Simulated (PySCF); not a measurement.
# BSiH4OF (SMILES FBO[SiH3]) at 5 levels

We compute a comparison of 5 runs (HF/def2-TZVP, B3LYP/6-31G*, wB97X/def2-SVP, MP2/def2-SVP) of BSiH4OF. The job is set up through a Python script.

The results are computed with PySCF 2.14.0.

## 1. Starting point

BSiH4OF has 8 atoms, charge 0, and is taken as a singlet. SMILES: `FBO[SiH3]`. The shape is that of a PBE0-D4/def2-TZVP optimisation. This is one conformer, not always the lowest.

Bond lengths: F1–B2 1.324 Å, B2–O3 1.342 Å, O3–Si4 1.655 Å, B2–H5 1.198 Å, Si4–H6 1.481 Å, Si4–H7 1.485 Å, Si4–H8 1.481 Å. Angles: F1–B2–O3 118.3°, B2–O3–Si4 134.0°, F1–B2–H5 118.6°, O3–B2–H5 123.1°, O3–Si4–H6 108.0°, O3–Si4–H7 110.1°, O3–Si4–H8 108.0°, H6–Si4–H7 110.3°, H6–Si4–H8 110.2°, H7–Si4–H8 110.3°.

## 2. Energy and gradient at HF/def2-TZVP (run 1)

The input, job.py:

```python
from pyscf import gto

mol = gto.Mole()
mol.atom = '''
F     -3.022428    -3.211023     2.694938
B     -1.295218    -1.488348     2.141060
O     -0.921241    -0.901588    -0.297821
Si     0.984547     1.082435    -1.786547
H     -0.142296    -0.526289     3.835766
H     -0.599232     2.893171    -3.217070
H      2.590248     2.448518     0.065385
H      2.579476    -0.404968    -3.540780
'''
mol.max_memory = 1860
mol.verbose = 4
mol.spin = 0
mol.basis = 'def2-tzvp'
mol.unit = 'bohr'
mol.build()

mf = mol.RHF()
mf.conv_tol = 1e-10
mf.kernel()
if not mf.converged:
    mf = mf.newton().run(mf.mo_coeff, mf.mo_occ)

e_final = mf.e_tot
print(f'total energy: {e_final:.8f} hartree')
grad = mf.nuc_grad_method().kernel()
mf.analyze()
```

Run with:

```bash
OMP_NUM_THREADS=1 python job.py
```

What it wrote:

```text
PySCF version 2.14.0

[... 99 lines left out ...]
MO #14  energy= -0.675831473341143 occ= 2
[... 27 lines left out ...]
MO #42  energy= 0.587554345650247  occ= 0
[... 27 lines left out ...]
MO #70  energy= 1.42780421564803   occ= 0
[... 27 lines left out ...]
MO #98  energy= 2.53638698152917   occ= 0
[... 27 lines left out ...]
MO #126 energy= 5.79579869995779   occ= 0
[... 27 lines left out ...]
MO #154 energy= 58.9302230916209   occ= 0
[... 165 lines left out ...]
Dipole moment(X, Y, Z, Debye):  1.41665,  1.40768, -0.40030
```

It took 47 s on 1 thread of Intel Xeon at 2.70GHz, shared host; peak memory 0.66 GiB.

## 3. Energy and forces at B3LYP/6-31G(d) (spherical functions) (run 2)

The input, input.py:

```python
from pyscf import gto, dft

system = gto.M(
    atom='''
F       -1.599400      -1.699200       1.426100
B       -0.685400      -0.787600       1.133000
O       -0.487500      -0.477100      -0.157600
Si       0.521000       0.572800      -0.945400
H       -0.075300      -0.278500       2.029800
H       -0.317100       1.531000      -1.702400
H        1.370700       1.295700       0.034600
H        1.365000      -0.214300      -1.873700
''',
    basis='6-31g*',
    charge=0,
    verbose=4,
    spin=0,
    max_memory=1860,
)

calc0 = dft.RKS(system)
calc0.xc = 'b3lyp'
calc0.conv_tol = 1e-10
calc0.grids.level = 5
calc0.kernel()
if not calc0.converged:
    calc0 = calc0.newton().run(calc0.mo_coeff, calc0.mo_occ)

e_tot = calc0.e_tot
print(f'total energy: {e_tot:.8f} hartree')
grad = calc0.nuc_grad_method().kernel()
calc0.analyze()
```

Run with:

```bash
OMP_NUM_THREADS=1 python input.py
```

What it wrote:

```text
PySCF version 2.14.0

[... 101 lines left out ...]
MO #3   energy= -19.1653977031209  occ= 2
[... 12 lines left out ...]
MO #16  energy= -0.403732920572172 occ= 2
[... 12 lines left out ...]
MO #29  energy= 0.223704813071393  occ= 0
[... 12 lines left out ...]
MO #42  energy= 0.881568988056987  occ= 0
[... 12 lines left out ...]
MO #55  energy= 1.56740653461422   occ= 0
[... 12 lines left out ...]
MO #68  energy= 3.1898333766324    occ= 0
[... 79 lines left out ...]
Dipole moment(X, Y, Z, Debye):  1.19399,  1.20682, -0.55716
```

Wall time 28 s (1 thread of Intel Xeon at 2.70GHz, shared host); peak memory 0.68 GiB.

Runs 3 to 4 aren't shown in full; the table further down has their settings and results.

## 4. Energy and forces at MP2/def2-SVP (run 5)

The input, calc.py:

```python
# FBO[SiH3]
from pyscf import gto, scf, mp

molecule = gto.M(
    atom='''
F   -1.599400  -1.699200   1.426100
B   -0.685400  -0.787600   1.133000
O   -0.487500  -0.477100  -0.157600
Si   0.521000   0.572800  -0.945400
H   -0.075300  -0.278500   2.029800
H   -0.317100   1.531000  -1.702400
H    1.370700   1.295700   0.034600
H    1.365000  -0.214300  -1.873700
''',
    max_memory=1860,
    basis='def2-svp',
    verbose=3,
    spin=0,
    charge=0,
)

mf = scf.RHF(molecule)
mf.conv_tol = 1e-10
mf.kernel()
if not mf.converged:
    mf = mf.newton().run(mf.mo_coeff, mf.mo_occ)

pt = mp.MP2(mf, frozen=8).run()
e_tot = pt.e_tot
print('E = %.10f Eh' % e_tot)
grad = pt.nuc_grad_method().kernel()
dip = mf.dip_moment()
pop, q = mf.mulliken_pop()
```

Run with:

```bash
OMP_NUM_THREADS=1 python calc.py
```

What it wrote:

```text
converged SCF energy = -490.147780789125
[... 11 lines left out ...]
Dipole moment(X, Y, Z, Debye):  1.52204,  1.50942, -0.40099
[... 89 lines left out ...]
charge of    7H =     -0.15855
```

Run time: 15 s. Hardware: 1 thread of Intel Xeon at 2.70GHz, shared host; peak memory 0.44 GiB.

## 5. The series

```
run                               level  integration grid  Cartesian functions  energy (Eh)  dipole moment (D) of the reference  HOMO energy (eV)  LUMO energy (eV)  wall time
  1                        HF/def2-TZVP                 –                   no  -490.504360                                2.04            -13.04              2.99       47 s
  2  B3LYP/6-31G* (spherical functions)                 5                   no  -491.948132                                1.79             -8.97              0.21       28 s
  3  B3LYP/6-31G* (Cartesian functions)                 5                  yes  -491.952619                                1.79             -8.98              0.18       29 s
  4                      wB97X/def2-SVP                 5                   no  -491.648543                                1.93            -11.84              2.72       36 s
  5                        MP2/def2-SVP                 –                   no  -490.695642                                2.18            -13.04              4.01       15 s
```

## 6. Outcome

| quantity | value |
| --- | --- |
| run 5: total energy | -490.69564 Eh |
| run 5: dipole moment (Hartree–Fock density) | 2.18 D |
| run 5: HOMO energy (Hartree–Fock orbitals) | -13.04 eV |
| run 5: LUMO energy (Hartree–Fock orbitals) | 4.01 eV |
| run 5: HOMO–LUMO gap (Hartree–Fock orbitals) | 17.05 eV |
| run 5: correlation energy (8 core orbitals frozen) | -547.9 mEh |
| run 5: largest force on an atom | 0.932 eV/Å |

In words: Over runs 1, 2, 3, 4 the dipole moment (its size) runs from 1.79 D (B3LYP/6-31G*) to 2.04 D (HF/def2-TZVP). The two ends differ in method and basis. Over runs 1, 2, 3, 4 the HOMO–LUMO gap runs from 9.16 eV (B3LYP/6-31G*) to 16.03 eV (HF/def2-TZVP). Totals of different functionals can't be ranked against each other. All runs together took 2.6 min, the longest 47 s.
